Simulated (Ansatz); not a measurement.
**HSE06/STO-3G run of SnClF (SMILES [F][Sn][Cl])**

What is the electronic atomisation energy of SnClF at HSE06/STO-3G? 

The results are computed with Ansatz 0.2.0.

59 further runs of the same task are left out: 12 that didn't finish, 47 set aside as unsound or not needed.

## 1. Starting point

SnClF has 3 atoms, charge 0, and is taken as a singlet. SMILES: `[F][Sn][Cl]`. The coordinates come from a PBE0-D4/def2-TZVP relaxation.

Bond lengths: F1–Sn2 1.935 Å, Sn2–Cl3 2.360 Å. Angles: F1–Sn2–Cl3 96.9°.

## 2. A single-point energy at HSE06/STO-3G

Contents of molecule.yaml:

```yaml
crystal:
  periodic: [false, false, false]
  atoms:
    - {symbol: F, position_ang: [-1.389600, 0.223100, -0.744400]}
    - {symbol: Sn, position_ang: [0.164300, 0.898100, 0.190700]}
    - {symbol: Cl, position_ang: [1.214300, -1.186000, 0.540500]}
basis:
  gaussian:
    orbitals: STO-3G
magnetization:
  spin_polarized: false
  initial_magnetization: 0
hamiltonian:
  xc: hse06
accuracy: high
```

On the command line:

```
$ ansatz run molecule.yaml --threads 1 --pin off --max-ram 2610MiB --events-out events.jsonl --progress --plain --runs-dir runs
```

The log of the run:

```text
Warning: RAYON_NUM_THREADS=1 ignored (pool sized by the plan → 1); use --threads N
Functional definition: HSE06
  name "HSE06"
  parameter a = 0.25
  parameter omega = 0.11/bohr
  exchange = pbe_x - a*pbe_x_sr(omega) + a*exact_x_sr(omega)
  correlation = pbe_c
752 factors; integrals over basis functions are off by at most 5.4e-9 eV
53 factors; integrals over basis functions are off by at most 8.8e-10 eV
mean field evaluation 1: about -177375.2183 eV, gradient 1.7e1 eV
mean field evaluation 2: about -177360.2934 eV, gradient 7.8e1 eV
mean field evaluation 4: about -177376.9628 eV, gradient 3.5e0 eV
mean field evaluation 8: about -177377.0113 eV, gradient 7.4e-2 eV
mean field evaluation 16: about -177377.0113 eV, gradient 1.5e-6 eV
mean field -177377.01129830 eV, -6518.4849347562 hartree, gradient 3.1e-8 eV, S^2 0.000000; 0 other end points of the search recorded, 0 dependent functions left out
reference -177377.01129992 eV, -6518.4849348155 hartree; 38, 38 occupied and 3, 3 virtual orbitals, 752 factors
Total energy: -177377.01129992 eV, -6518.4849348155 hartree
```

It took 2.8 s on 1 thread of Arm Neoverse V1, shared host; peak memory 0.14 GiB.

## 3. The Cl atom, same level

Contents of input.yaml:

```yaml
basis:
  gaussian:
    orbitals: STO-3G
crystal:
  periodic: [false, false, false]
  atoms:
    - {symbol: Cl, position_ang: [0.000000, 0.000000, 0.000000]}
total_charge: 0
magnetization:
  spin_polarized: true
  initial_magnetization: 1
hamiltonian:
  xc: {name: HSE06}
accuracy: high
```

Run the same way, it converges to -454.98149 Eh (log not shown).

## 4. The F atom

Contents of job.yaml:

```yaml
crystal:
  periodic: [false, false, false]
  atoms:
    - {symbol: F, position_ang: [0.000000, 0.000000, 0.000000]}
basis:
  gaussian: {orbitals: STO-3G}
magnetization: {spin_polarized: true, initial_magnetization: 1}
hamiltonian: {xc: hse06}
accuracy: high
```

Run the same way, it converges to -98.19947 Eh (log not shown).

## 5. The Sn atom at the same level

Contents of molecule.yaml:

```yaml
crystal:
  periodic: [false, false, false]
  atoms:
    - symbol: Sn
      position_ang: [0.000000, 0.000000, 0.000000]
basis:
  gaussian:
    orbitals: STO-3G
magnetization:
  spin_polarized: true
  initial_magnetization: 2
hamiltonian:
  xc: hse06
accuracy: high
```

Run the same way, it converges to -5964.93119 Eh (log not shown).

## 6. What came out

Level: HSE06/STO-3G.

| quantity | value |
| --- | --- |
| molecule: total energy | -6518.48493 Eh |
| Cl atom: total energy | -454.98149 Eh |
| Cl atom: ⟨S²⟩ | 0.750 |
| F atom: total energy | -98.19947 Eh |
| F atom: ⟨S²⟩ | 0.750 |
| Sn atom: total energy | -5964.93119 Eh |
| Sn atom: ⟨S²⟩ | 2.000 |
| electronic atomisation energy | 10.144 eV |

In words: Taking the molecule apart into free atoms costs 10.14 eV (979 kJ/mol), before zero-point energy and without spin-orbit coupling. In a minimal basis such a difference can be off by several eV, whatever the method. Relativity is left out (molecule) although the molecule holds a heavy atom. Relativity is left out (Sn atom) although the molecule holds a heavy atom.
